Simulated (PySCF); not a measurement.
# C₆H₁₄BP: magnetic properties

What do calculations give for the magnetic properties of C₆H₁₄BP (`[BH3-][P+]1([C@H](C)CC)C=C1`)?

Computed with PySCF 2.14.0 and routines of our own; the level stands in each step. Atoms count from 0.

## (1) The starting structure

22 atoms, charge 0, multiplicity 1; geometry from: GFN2-xTB.

## (2) Magnetic properties: GIAO PBE0/pcSseg-1

What the job is given:

```
{"job": {"kind": "mag", "xc": "PBE0", "basis": "pcSseg-1", "isotopologues": 2}, "charge": 0, "multiplicity": 1}
B     -1.800156    -0.828039    -1.507555
P     -0.921051    -0.500724     0.200263
C      0.467788     0.731308     0.455597
C     -0.133052     2.132940     0.410480
C      1.511319     0.526796    -0.639546
C      2.149513    -0.851915    -0.550901
C     -0.918455    -1.597438     1.650772
C     -1.768780    -0.599010     1.805088
H     -0.980111    -1.342404    -2.197122
H     -2.708683    -1.535254    -1.212775
H     -2.121580     0.253732    -1.885568
H      0.916240     0.548533     1.438912
H      0.639490     2.890047     0.538321
H     -0.872901     2.257745     1.200228
H     -0.622090     2.298367    -0.548369
H      2.281789     1.298839    -0.558398
H      1.024513     0.638488    -1.611707
H      1.383900    -1.622651    -0.651287
H      2.650657    -0.984637     0.406349
H      2.879985    -0.989761    -1.344481
H     -0.561207    -2.487957     2.122963
H     -2.507539    -0.217621     2.477888
```

With the program's defaults for keys left out, this is: GIAO PBE0/pcSseg-1 magnetisability, rotational g tensor and spin-rotation constants, non-relativistic, gas phase.

Started as:

```console
OMP_NUM_THREADS=1 python excited_run.py task.json out
```

The driver reads the jobs from task.json and runs them one after another.

Standard output:

```text
coarse grid: 17912 points
cycle   1  E = -602.5443773303  dE =  8.368e-01  |g| = 5.090e-01  |ddm| = 4.063e+00
cycle   2  E = -602.5524268391  dE = -8.050e-03  |g| = 4.926e-01  |ddm| = 1.166e+00
cycle   3  E = -602.6240186284  dE = -7.159e-02  |g| = 4.821e-02  |ddm| = 5.706e-01
cycle   4  E = -602.6244506462  dE = -4.320e-04  |g| = 2.527e-02  |ddm| = 8.013e-02
cycle   5  E = -602.6246014304  dE = -1.508e-04  |g| = 9.523e-03  |ddm| = 3.461e-02
cycle   6  E = -602.6246243860  dE = -2.296e-05  |g| = 2.379e-03  |ddm| = 1.045e-02
cycle   7  E = -602.6246257297  dE = -1.344e-06  |g| = 7.925e-04  |ddm| = 2.974e-03
final grid: 165592 points
cycle   8  E = -602.6749656815  dE = -6.355e-05  |g| = 1.017e-02  |ddm| = 4.035e-02
cycle   9  E = -602.6749592710  dE =  6.411e-06  |g| = 1.147e-02  |ddm| = 1.933e-02
cycle  10  E = -602.6749930031  dE = -3.373e-05  |g| = 1.201e-03  |ddm| = 1.077e-02
cycle  11  E = -602.6749933836  dE = -3.805e-07  |g| = 3.761e-04  |ddm| = 1.540e-03
cycle  12  E = -602.6749934131  dE = -2.951e-08  |g| = 1.593e-04  |ddm| = 4.235e-04
cycle  13  E = -602.6749934200  dE = -6.914e-09  |g| = 3.047e-05  |ddm| = 1.912e-04
cycle  14  E = -602.6749934202  dE = -2.285e-10  |g| = 9.676e-06  |ddm| = 3.973e-05
converged SCF energy = -602.6749934202

Magnetisability tensor (1e-30 J/T^2)
    -1681.71     -156.22     -130.12
     -156.22    -1622.87      -81.04
     -130.12      -81.04    -1557.96
isotropic -1620.85   principal values   -1882.57  -1508.97  -1471.00
isotropic susceptibility -97.610 1e-6 cm^3/mol

Inertial axes            a          b          c
rot. const./GHz      2.0169     1.3093     1.2144
chi total           -99.630    -95.648    -97.552
chi diamagnetic    -775.180  -1080.512  -1161.770
chi paramagnetic    675.550    984.864   1064.218
quadrupole/D A        6.445      1.747     -8.192
g nuclear            0.6272     0.5967     0.6031
g electronic        -0.6401    -0.6058    -0.6071
g total             -0.0129    -0.0091    -0.0040

Spin-rotation constants (kHz, H = +C I.J)
atom  isotope        aa         bb         cc
  0    11B        0.197      0.155      0.132
  1    31P        2.286      1.783      1.503
  8     1H       -0.108     -0.036     -0.112
  9     1H       -0.004     -0.129     -0.112
 10     1H       -0.191     -0.055     -0.042
 11     1H       -0.221     -0.166      0.030
 12     1H       -0.042     -0.098     -0.131
 13     1H       -0.056     -0.086     -0.129
 14     1H       -0.230     -0.141      0.032
 15     1H       -0.013     -0.103     -0.134
 16     1H       -0.207     -0.148      0.032
 17     1H       -0.023     -0.082     -0.142
 18     1H       -0.226     -0.144      0.021
 19     1H       -0.043     -0.092     -0.126
 20     1H       -0.195     -0.021      0.038
 21     1H        0.033      0.008     -0.127
  2    13C*       0.365      0.302      0.224
  3    13C*       0.283      0.172      0.186
  4    13C*       0.318      0.203      0.202
  5    13C*       0.299      0.172      0.171
  6    13C*       0.602      0.406      0.502
  7    13C*       0.781      0.399      0.378
* in the singly substituted isotopologue

Isotopologues: g along a, b, c
2H    at 8,9,10,11,12,1    -0.0098    -0.0076    -0.0035
10B   at 0                 -0.0137    -0.0099    -0.0032
```

Run time: 46 s. Hardware: 1 thread of Arm Neoverse V2, shared host; peak memory 0.99 GiB.

In short:

| quantity | value |
| --- | --- |
| magnetisability | -1621·10⁻³⁰ J/T² |
| molar susceptibility | -97.6·10⁻⁶ cm³/mol |
| rotational g (a, b, c) | -0.0129, -0.0091, -0.0040 |

## (3) Magnetic properties: GIAO OPBE/cc-pVDZ

Settings changed since step 2:

```diff
@@ -1,2 +1,2 @@
-{"job": {"kind": "mag", "xc": "PBE0", "basis": "pcSseg-1", "isotopologues": 2}, "charge": 0, "multiplicity": 1}
+{"job": {"kind": "mag", "xc": "OPBE", "basis": "cc-pVDZ"}, "charge": 0, "multiplicity": 1}
 B     -1.800156    -0.828039    -1.507555
```

With the program's defaults for keys left out, this is: GIAO OPBE/cc-pVDZ magnetisability, rotational g tensor and spin-rotation constants, non-relativistic, gas phase.

Standard output:

```text
coarse grid: 17912 points
cycle   1  E = -602.9256600321  dE =  6.067e-01  |g| = 6.395e-01  |ddm| = 8.745e+00
cycle   2  E = -602.8438678878  dE =  8.179e-02  |g| = 8.218e-01  |ddm| = 3.298e+00
cycle   3  E = -603.0589993916  dE = -2.151e-01  |g| = 9.144e-02  |ddm| = 1.765e+00
cycle   4  E = -603.0609624608  dE = -1.963e-03  |g| = 4.062e-02  |ddm| = 2.228e-01
cycle   5  E = -603.0612708332  dE = -3.084e-04  |g| = 2.548e-02  |ddm| = 9.148e-02
cycle   6  E = -603.0614416508  dE = -1.708e-04  |g| = 5.881e-03  |ddm| = 4.190e-02
cycle   7  E = -603.0614499995  dE = -8.349e-06  |g| = 2.569e-03  |ddm| = 1.278e-02
final grid: 165592 points
cycle   8  E = -603.0679412667  dE = -9.101e-05  |g| = 2.546e-02  |ddm| = 1.932e-01
cycle   9  E = -603.0677011800  dE =  2.401e-04  |g| = 3.819e-02  |ddm| = 1.265e-01
cycle  10  E = -603.0681198195  dE = -4.186e-04  |g| = 7.308e-03  |ddm| = 7.806e-02
cycle  11  E = -603.0681353222  dE = -1.550e-05  |g| = 1.631e-03  |ddm| = 1.304e-02
cycle  12  E = -603.0681359979  dE = -6.757e-07  |g| = 4.796e-04  |ddm| = 2.941e-03
cycle  13  E = -603.0681360630  dE = -6.510e-08  |g| = 1.478e-04  |ddm| = 1.006e-03
cycle  14  E = -603.0681360691  dE = -6.168e-09  |g| = 4.224e-05  |ddm| = 3.355e-04
cycle  15  E = -603.0681360697  dE = -5.341e-10  |g| = 1.282e-05  |ddm| = 9.566e-05
converged SCF energy = -603.0681360697

Magnetisability tensor (1e-30 J/T^2)
    -1651.39     -154.40     -126.30
     -154.40    -1591.29      -77.92
     -126.30      -77.92    -1529.48
isotropic -1590.72   principal values   -1846.95  -1480.96  -1444.24
isotropic susceptibility -95.795 1e-6 cm^3/mol

Inertial axes            a          b          c
rot. const./GHz      2.0169     1.3093     1.2144
chi total           -97.931    -93.730    -95.726
chi diamagnetic    -771.627  -1077.018  -1158.733
chi paramagnetic    673.696    983.288   1063.008
quadrupole/D A        6.119      1.522     -7.641
g nuclear            0.6272     0.5967     0.6031
g electronic        -0.6384    -0.6048    -0.6064
g total             -0.0111    -0.0081    -0.0033

Spin-rotation constants (kHz, H = +C I.J)
atom  isotope        aa         bb         cc
  0    11B        0.169      0.135      0.116
  1    31P        2.059      1.588      1.356
  8     1H       -0.108     -0.035     -0.112
  9     1H        0.001     -0.129     -0.112
 10     1H       -0.193     -0.053     -0.042
 11     1H       -0.216     -0.163      0.035
 12     1H       -0.040     -0.098     -0.132
 13     1H       -0.052     -0.086     -0.129
 14     1H       -0.231     -0.142      0.035
 15     1H       -0.008     -0.102     -0.132
 16     1H       -0.208     -0.145      0.037
 17     1H       -0.020     -0.082     -0.141
 18     1H       -0.228     -0.144      0.024
 19     1H       -0.041     -0.092     -0.127
 20     1H       -0.197     -0.019      0.035
 21     1H        0.028      0.009     -0.127
  2    13C*       0.330      0.265      0.209
  3    13C*       0.249      0.151      0.164
  4    13C*       0.287      0.180      0.182
  5    13C*       0.265      0.151      0.150
  6    13C*       0.528      0.371      0.441
  7    13C*       0.688      0.364      0.332
* in the singly substituted isotopologue
```

Wall time 51 s (1 thread of Arm Neoverse V2, shared host); peak memory 0.76 GiB.

From this job:

| quantity | value |
| --- | --- |
| magnetisability | -1591·10⁻³⁰ J/T² |
| molar susceptibility | -95.8·10⁻⁶ cm³/mol |
| rotational g (a, b, c) | -0.0111, -0.0081, -0.0033 |

## (4) The levels compared

| level | ξ (10⁻³⁰ J/T²) | g(a) | g(b) | gap (eV) | functions | time |
| --- | --- | --- | --- | --- | --- | --- |
| GIAO PBE0/pcSseg-1 | -1621 | -0.0129 | -0.0091 | 6.80 | 213 | 46 s |
| GIAO OPBE/cc-pVDZ | -1591 | -0.0111 | -0.0081 | 4.74 | 186 | 51 s |

## (5) Outcome

```
                                           quantity                      value
       magnetisability (step 2, GIAO PBE0/pcSseg-1)           -1621·10⁻³⁰ J/T²
  molar susceptibility (step 2, GIAO PBE0/pcSseg-1)         -97.6·10⁻⁶ cm³/mol
rotational g (a, b, c) (step 2, GIAO PBE0/pcSseg-1)  -0.0129, -0.0091, -0.0040
                    magnetisability over the levels  -1621 to -1591·10⁻³⁰ J/T²
```

The magnetisability spreads by 1.9 % over 2 levels of like cost. Two levels can agree by chance, so this spread shows no convergence. Vibrational averaging and real surroundings are missing from these values.
